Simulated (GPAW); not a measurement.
# VGe3 (Pm-3n) in GPAW: further runs, part 2 of 2

GPAW 26.7.0.

### Step 4. Single point, PBEsol, collinear spin, antiferromagnetic start

Input file run.py:

```python
from ase import Atoms
from ase.dft.bandgap import bandgap
from ase.io import write
from ase.units import GPa
from gpaw import GPAW, PW, setup_paths

setup_paths.insert(0, '.')

atoms = Atoms(['Ge', 'Ge', 'Ge', 'Ge', 'Ge', 'Ge', 'V', 'V'],
              cell=[[4.768, 0.0, 0.0],
                    [0.0, 4.768, 0.0],
                    [0.0, 0.0, 4.768]],
              scaled_positions=[[0.0, 0.5, 0.25],
                                [0.0, 0.5, 0.75],
                                [0.5, 0.25, 0.0],
                                [0.75, 0.0, 0.5],
                                [0.5, 0.75, 0.0],
                                [0.25, 0.0, 0.5],
                                [0.5, 0.5, 0.5],
                                [0.0, 0.0, 0.0]],
              pbc=True)
atoms.set_initial_magnetic_moments([0.0, 0.0, 0.0, 0.0, 0.0, 0.0, 2.0, -2.0])

calc = GPAW(mode=PW(600),
            xc='PBEsol',
            kpts={'size': (6, 6, 6), 'gamma': True},
            occupations={'name': 'fermi-dirac', 'width': 0.05},
            nbands=47,
            convergence={'density': 1e-05, 'energy': 1e-05},
            maxiter=150,
            txt='gpaw.txt')
atoms.calc = calc
energy = atoms.get_potential_energy()
forces = atoms.get_forces()
stress = atoms.get_stress()
calc.write('gs.gpw')
write('result.traj', atoms)
print(f'Energy: {energy:.6f} eV')
print('Forces (eV/A):')
print(forces.round(4))
print('Stress (GPa):', (stress / GPa).round(3))
print('Moments:', calc.get_magnetic_moments().round(3))
print('Fermi level:', round(calc.get_fermi_level(), 4), 'eV')
print(f'Gap: {bandgap(calc)[0]:.4f} eV, direct: {bandgap(calc, direct=True)[0]:.4f} eV')
```

Potentials or basis: PAW data sets generated in the run's folder for this functional, pw.

Run with:

```sh
gpaw-setup -f PBEsol Ge V
OMP_NUM_THREADS=1 python run.py
```

gpaw.txt:

```text
__  _  _
 | _ |_)|_||  |
 |__||  | ||/\| - 26.7.0

Input parameters:
  mode=PW(ecut=600.0),
  convergence={'density': 1e-05, 'energy': 1e-05},
  kpts=MonkhorstPack(size=(6, 6, 6), gamma=True),
  maxiter=150,
  nbands=47,
  occupations=Occupations(name='fermi-dirac', width=0.05),
  xc=XC(name='PBEsol')

Diagonalizing LCAO Hamiltonian
Converting LCAO to pw mode
    .-----------.
   /|           |
  / |           |
 *Ge|           |
 |  |           |
 |  |   V       |
 |GeGe----Ge----.
 | /     Ge    /
 |/     Ge    /
 V-----------*

Atoms  # Å, Bohr magnetons
|   | symbol |        x |        y |        z |    initial magnetic moments |
|---|--------|----------|----------|----------|-----------------------------|
| 0 |     Ge | 0.000000 | 2.384000 | 1.192000 | ( 0.0000,  0.0000,  0.0000) |
| 1 |     Ge | 0.000000 | 2.384000 | 3.576000 | ( 0.0000,  0.0000,  0.0000) |
| 2 |     Ge | 2.384000 | 1.192000 | 0.000000 | ( 0.0000,  0.0000,  0.0000) |
| 3 |     Ge | 3.576000 | 0.000000 | 2.384000 | ( 0.0000,  0.0000,  0.0000) |
| 4 |     Ge | 2.384000 | 3.576000 | 0.000000 | ( 0.0000,  0.0000,  0.0000) |
| 5 |     Ge | 1.192000 | 0.000000 | 2.384000 | ( 0.0000,  0.0000,  0.0000) |
| 6 |      V | 2.384000 | 2.384000 | 2.384000 | ( 0.0000,  0.0000,  2.0000) |
| 7 |      V | 0.000000 | 0.000000 | 0.000000 | ( 0.0000,  0.0000, -2.0000) |

Unit cell  # Å
| periodic |        x |        y |        z |  lengths |    angles |
|----------|----------|----------|----------|----------|-----------|
|      yes | 4.768000 | 0.000000 | 0.000000 | 4.768000 | 90.000000 |
|      yes | 0.000000 | 4.768000 | 0.000000 | 4.768000 | 90.000000 |
|      yes | 0.000000 | 0.000000 | 4.768000 | 4.768000 | 90.000000 |

Number of symmetries: 24
Symmetry operations  # r_c * U_cc + t_c -> r_c
|    | kind |            matrix            |
|----|------|------------------------------|
|  0 |  E   |  1, 0, 0,  0, 1, 0,  0, 0, 1 |
|  1 |  σ   |  1, 0, 0,  0, 1, 0,  0, 0,-1 |
|  2 |  σ   |  1, 0, 0,  0,-1, 0,  0, 0, 1 |
|  3 |  C2  |  1, 0, 0,  0,-1, 0,  0, 0,-1 |
|  4 |  C3  |  0, 1, 0,  0, 0, 1,  1, 0, 0 |
|  5 |  S6  |  0, 1, 0,  0, 0, 1, -1, 0, 0 |
|  6 |  S6  |  0, 1, 0,  0, 0,-1,  1, 0, 0 |
|  7 |  C3  |  0, 1, 0,  0, 0,-1, -1, 0, 0 |
|  8 |  C3  |  0, 0, 1,  1, 0, 0,  0, 1, 0 |
|  9 |  S6  |  0, 0, 1,  1, 0, 0,  0,-1, 0 |
| 10 |  S6  |  0, 0, 1, -1, 0, 0,  0, 1, 0 |
| 11 |  C3  |  0, 0, 1, -1, 0, 0,  0,-1, 0 |
| 12 |  S6  |  0, 0,-1,  1, 0, 0,  0, 1, 0 |
[... 149 lines left out ...]
|iter:   4| |  -45.220703 | -2.62 | -1.13 |  -0.0000|
|iter:   5| |  -45.330388 | -2.53 | -1.34 |  +0.0005|
|iter:   6| |  -45.493090 | -2.76 | -1.71 |  -0.0102|
|iter:   7| |  -45.520407 | -2.74 | -1.60 |  +0.0050|
|iter:   8| |  -45.454296 | -2.96 | -1.55 |  -0.0097|
|iter:   9| |  -45.473484 | -3.34 | -1.92 |  -0.0199|
|iter:  10| |  -45.479443 | -3.67 | -2.22 |  -0.0357|
|iter:  11| |  -45.480139 | -4.48 | -2.79 |  -0.0519|
|iter:  12| |  -45.480526 | -4.93 | -3.12 |  -0.0889|
|iter:  13| |  -45.482272 | -4.68 | -3.01 |  -0.2014|
|iter:  14| |  -45.480876 | -4.80 | -2.62 |  -0.1183|
|iter:  15| |  -45.480158 | -4.94 | -2.89 |  -0.0316|
|iter:  16| |  -45.480101 | -6.04 | -3.43 |  -0.0083|
|iter:  17| |  -45.480098c| -6.92 | -4.01 |  +0.0002|
|iter:  18| |  -45.480098c| -8.24c| -5.00c|  +0.0001|

Converged in 18 steps
Energy contributions relative to reference atoms: (reference = -393920.036711)

Energy contributions:
  Kinetic:         142.225387
  Coulomb:        -114.164240
  Zero:              0.244606
  External:          0.000000
  Xc:              -73.748306
  Entropy:          -0.075090
  Spinorbit:         0.000000
  ----------------------------
  Free energy:     -45.517644
  Extrapolated:    -45.480098

dipole moment: (-42.544840, -42.544840, -42.544840)  # |e|*Ang

Total magnetic moment: (0.000000, 0.000000, 0.000085)

Local magnetic moments
|        x |        y |         z |
|----------|----------|-----------|
| 0.000000 | 0.000000 |  0.000000 |  # Ge   0
| 0.000000 | 0.000000 |  0.000000 |  # Ge   1
| 0.000000 | 0.000000 |  0.000000 |  # Ge   2
| 0.000000 | 0.000000 |  0.000000 |  # Ge   3
| 0.000000 | 0.000000 |  0.000000 |  # Ge   4
| 0.000000 | 0.000000 |  0.000000 |  # Ge   5
| 0.000000 | 0.000000 |  0.000096 |  # V    6
| 0.000000 | 0.000000 | -0.000025 |  # V    7

Fermi level: 11.619
Eigenvalues  # (at kpt = [0.000, 0.000, 0.000])
| band index |      eig [eV] | occ [0-1] |      eig [eV] | occ [0-1] |
|------------|---------------|-----------|---------------|-----------|
|          0 |       -51.999 |     1.000 |       -51.999 |     1.000 |
|        ... |               |           |               |           |
|         18 |         8.657 |     1.000 |         8.657 |     1.000 |
|         19 |         8.657 |     1.000 |         8.657 |     1.000 |
|         20 |         9.248 |     1.000 |         9.248 |     1.000 |
|         21 |         9.248 |     1.000 |         9.248 |     1.000 |
|         22 |         9.248 |     1.000 |         9.248 |     1.000 |
|         23 |        11.206 |     1.000 |        11.206 |     1.000 |
[... 8 lines left out ...]
|         32 |        13.509 |     0.000 |        13.509 |     0.000 |
|         33 |        16.245 |     0.000 |        16.245 |     0.000 |
|        ... |               |           |               |           |
|         46 |        23.043 |     0.000 |        23.043 |     0.000 |

No gap
No difference between direct/indirect transitions

Forces  # eV/Ang
|        x |        y |        z |
|----------|----------|----------|
|  0.00000 |  0.00000 | -0.00002 |  # Ge   0
|  0.00000 |  0.00000 |  0.00002 |  # Ge   1
|  0.00000 | -0.00002 |  0.00000 |  # Ge   2
|  0.00002 |  0.00000 |  0.00000 |  # Ge   3
|  0.00000 |  0.00002 |  0.00000 |  # Ge   4
| -0.00002 |  0.00000 |  0.00000 |  # Ge   5
| -0.00000 |  0.00000 |  0.00000 |  # V    6
|  0.00000 |  0.00000 |  0.00000 |  # V    7

Stress tensor  # eV/Ang^3
|         x |         y |         z |
|-----------|-----------|-----------|
| -0.136220 |  0.000000 |  0.000000 |
|  0.000000 | -0.136220 |  0.000000 |
|  0.000000 |  0.000000 | -0.136220 |

# Writing to gs.gpw (mode='')
```

stdout:

```text
Energy: -45.480098 eV
Forces (eV/A):
[[ 0.  0. -0.]
 [ 0.  0.  0.]
 [ 0. -0.  0.]
 [ 0.  0.  0.]
 [ 0.  0.  0.]
 [-0.  0.  0.]
 [-0.  0.  0.]
 [ 0.  0.  0.]]
Stress (GPa): [-21.825 -21.825 -21.825   0.      0.      0.   ]
Moments: [ 0.  0.  0.  0.  0.  0.  0. -0.]
Fermi level: 11.6193 eV
Gap: 0.0000 eV, direct: 0.0000 eV
```

Run time: 4.7 min. Hardware: 1 thread of Arm Neoverse V1, shared host; peak memory 0.34 GiB.

What came out:

- Free energy: -45.5176 eV
- Pressure: 21.8 GPa
- Band gap on the k mesh: none (metal or under the smearing width)
- Net moment: 0.00 μB per cell

### Step 5. Single point, PBEsol, collinear spin, ferromagnetic start

Edit run.py of step 4 so:

```diff
@@ -21,3 +21,3 @@
               pbc=True)
-atoms.set_initial_magnetic_moments([0.0, 0.0, 0.0, 0.0, 0.0, 0.0, 2.0, -2.0])
+atoms.set_initial_magnetic_moments([0.0, 0.0, 0.0, 0.0, 0.0, 0.0, 3.5, 3.5])
```

Run with:

```sh
gpaw-setup -f PBEsol Ge V
OMP_NUM_THREADS=1 python run.py
```

Wall time 3.9 min (1 thread of Arm Neoverse V1, shared host); peak memory 0.34 GiB.

Results (log left out):

```yaml
Free_energy: -45.6561 eV
Pressure: 23.2 GPa
Band_gap_on_the_k_mesh: none (metal or under the smearing width)
Net_moment: 2.52 μB per cell
Site_moments: Ge -0.01; V +1.07 μB
```

Levels at points of the mesh, in eV from the Fermi level:
Spin up:
| k point | band 23 | band 24 | band 25 | band 26 | band 27 | band 28 | band 29 | band 30 |
| --- | --- | --- | --- | --- | --- | --- | --- | --- |
| (0.00, 0.00, 0.00) | -2.47 | -0.92 | -0.92 | -0.92 | 0.78 | 0.78 | 0.78 | 1.49 |
| (0.50, 0.00, 0.00) | -0.35 | -0.35 | -0.29 | -0.29 | 1.17 | 1.17 | 1.23 | 1.23 |
| (0.50, 0.50, 0.00) | -0.74 | -0.74 | -0.46 | -0.29 | 0.90 | 1.81 | 1.89 | 1.90 |
| (0.50, 0.50, 0.50) | -0.73 | -0.73 | -0.73 | -0.73 | 2.16 | 2.16 | 2.16 | 2.16 |
Spin down:
```
           k point  band 20  band 21  band 22  band 23  band 24  band 25  band 26  band 27  band 28  band 29
(0.00, 0.00, 0.00)    -2.80    -2.46    -2.46    -2.46    -0.02    -0.02    -0.02     0.98     0.98     0.98
(0.50, 0.00, 0.00)    -2.10    -1.60    -1.60     0.06     0.06     0.37     0.37     1.79     1.79     1.97
(0.50, 0.50, 0.00)    -3.17    -1.46    -1.46     0.14     0.14     0.59     0.80     0.94     1.92     2.53
(0.50, 0.50, 0.50)    -1.09     0.06     0.06     0.06     0.06     0.06     0.06     2.19     2.19     2.19
```

### Step 6. Single point, PBEsol, collinear spin, antiferromagnetic start

Edit run.py of step 5 so:

```diff
@@ -21,3 +21,3 @@
               pbc=True)
-atoms.set_initial_magnetic_moments([0.0, 0.0, 0.0, 0.0, 0.0, 0.0, 3.5, 3.5])
+atoms.set_initial_magnetic_moments([0.0, 0.0, 0.0, 0.0, 0.0, 0.0, 3.5, -3.5])
```

Potentials or basis: PAW data sets generated in the run's folder for this functional, pw.

Run with:

```sh
gpaw-setup -f PBEsol Ge V
OMP_NUM_THREADS=1 python run.py
```

Run time: 5.2 min. Hardware: 1 thread of Arm Neoverse V1, shared host; peak memory 0.34 GiB.

Results (log left out):

| Item | Value |
| --- | --- |
| Free energy | -45.5176 eV |
| Pressure | 21.8 GPa |
| Band gap on the k mesh | none (metal or under the smearing width) |
| Net moment | 0.00 μB per cell |

Levels at points of the mesh, in eV from the Fermi level:
Spin up:
| k point | band 20 | band 21 | band 22 | band 23 | band 24 | band 25 | band 26 | band 27 | band 28 | band 29 |
| --- | --- | --- | --- | --- | --- | --- | --- | --- | --- | --- |
| (0.00, 0.00, 0.00) | -2.96 | -2.37 | -2.37 | -2.37 | -0.41 | -0.41 | -0.41 | 0.97 | 0.97 | 0.97 |
| (0.50, 0.00, 0.00) | -2.17 | -1.83 | -1.83 | -0.04 | -0.04 | 0.12 | 0.12 | 1.53 | 1.53 | 1.62 |
| (0.50, 0.50, 0.00) | -3.15 | -1.58 | -1.58 | -0.24 | -0.24 | 0.11 | 0.30 | 1.01 | 2.00 | 2.26 |
| (0.50, 0.50, 0.50) | -1.26 | -0.27 | -0.27 | -0.27 | -0.27 | -0.27 | -0.27 | 2.26 | 2.26 | 2.26 |
Spin down:
| k point | band 20 | band 21 | band 22 | band 23 | band 24 | band 25 | band 26 | band 27 | band 28 | band 29 |
| --- | --- | --- | --- | --- | --- | --- | --- | --- | --- | --- |
| (0.00, 0.00, 0.00) | -2.96 | -2.37 | -2.37 | -2.37 | -0.41 | -0.41 | -0.41 | 0.97 | 0.97 | 0.97 |
| (0.50, 0.00, 0.00) | -2.17 | -1.83 | -1.83 | -0.04 | -0.04 | 0.12 | 0.12 | 1.53 | 1.53 | 1.62 |
| (0.50, 0.50, 0.00) | -3.15 | -1.58 | -1.58 | -0.24 | -0.24 | 0.11 | 0.30 | 1.01 | 2.00 | 2.26 |
| (0.50, 0.50, 0.50) | -1.26 | -0.27 | -0.27 | -0.27 | -0.27 | -0.27 | -0.27 | 2.26 | 2.26 | 2.26 |

### Step 7. Overview

| spin | gap on the mesh (eV) | pressure (GPa) | moment (μB) |
| --- | --- | --- | --- |
| off | none | 21.8 | - |
| collinear, ferromagnetic start | none | 23.2 | 2.52 |
| collinear, antiferromagnetic start | none | 21.8 | 0.00 |

Alike in all rows: task single point; level PBEsol; potentials or basis PAW data sets generated in the run's folder for this functional, pw; cell as given; k mesh 6 × 6 × 6; cutoff (eV) 600; smearing fermi-dirac 0.05 eV.

Every run on the cell as given and a fine mesh finds a metal.

Total energies depend on the potentials used, so only differences within one code and one set of settings carry meaning.
